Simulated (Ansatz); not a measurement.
# Ir (Iridium): the cost of one run

All numbers are computed with Ansatz 0.2.0 through its Python package. The levels of theory stand in the script.

The COD entry's cell or inner coordinates are ideal or old and differ from later refinements, so a difference from it is no clean test against experiment.

### Step 1. The structure

It takes space group Fm-3m (No. 225, cubic). Conventional cell: a = 3.831 Å, b = 3.831 Å, c = 3.831 Å, α = 90.00°, β = 90.00°, γ = 90.00°. Ir (site symmetry m-3m) is surrounded by 12 Ir at 2.71 Å.

The script holds or builds the structure itself.

### Step 2. Script

File ir.py:

```python
import ansatz as az
from ase import Atoms
import numpy as np

def edges_and_angles(cell):
    cell = np.asarray(cell)
    a, b, c = np.linalg.norm(cell, axis=1)
    cosines = cell[1] @ cell[2] / (b * c), cell[0] @ cell[2] / (a * c), cell[0] @ cell[1] / (a * b)
    return (a, b, c, *np.degrees(np.arccos(cosines)))

atoms = Atoms(
    ['Ir'],
    scaled_positions=[
        (0.0, 0.0, 0.0),
    ],
    cell=[
        (0.0, 1.9156, 1.9156),
        (1.9156, 0.0, 1.9156),
        (1.9156, 1.9156, 0.0),
    ],
    pbc=True,
)
cell = az.Crystal.from_ase(atoms)

calculation = (
    cell.calculation()
    .basis(450)
    .kpoints(13)
    .occupations('Methfessel-Paxton', width=50 * az.meV)
    .relax(cell=True, force_tolerance=0.01)
)

levels = [('pbe', 'd4'), ('pbe', 'd3bj'), ('revpbe', 'd3bj'), ('r2scan', 'none')]
print('level            a       b       c    alpha   beta  gamma  V/atom  steps')
for name, dispersion in levels:
    seen = []
    run = calculation.functional(name, dispersion=dispersion).session().plan()
    done = run.execute(on_event=lambda e: seen.append(e) if e['event'] == 'relax_step' else None)
    cell = done.lattice.cell_ang
    label = name if dispersion == 'none' else f'{name}+{dispersion}'
    print('{:13s} {:7.4f} {:7.4f} {:7.4f} {:6.2f} {:6.2f} {:6.2f}'.format(label, *edges_and_angles(cell)), f'{abs(np.linalg.det(cell)) / len(done.lattice.sites):7.3f} {len(seen):5d}')
```

### Step 3. The calls as engine input

The engine receives this input (first run):

```yaml
crystal:
  lattice:
    - [0.0, 1.9156, 1.9156]
    - [1.9156, 0.0, 1.9156]
    - [1.9156, 1.9156, 0.0]
  atoms:
    - { symbol: Ir, position: [0.0, 0.0, 0.0] }
basis:
  ecutwfc: 450.0
kpoints:
  mp_grid:
    grid: [13, 13, 13]
hamiltonian:
  xc: pbe
  dispersion: d4
scf:
  occupations:
    method: methfessel_paxton
    width: 0.05
relax:
  f_tol: 0.01
  cell: {}
```

### Step 4. Launch

Run with:

```console
python ir.py
```

What time and memory should one allow on 1 thread of Arm Neoverse V2, shared host?

About 18 s, with a peak of 0.41 GiB.
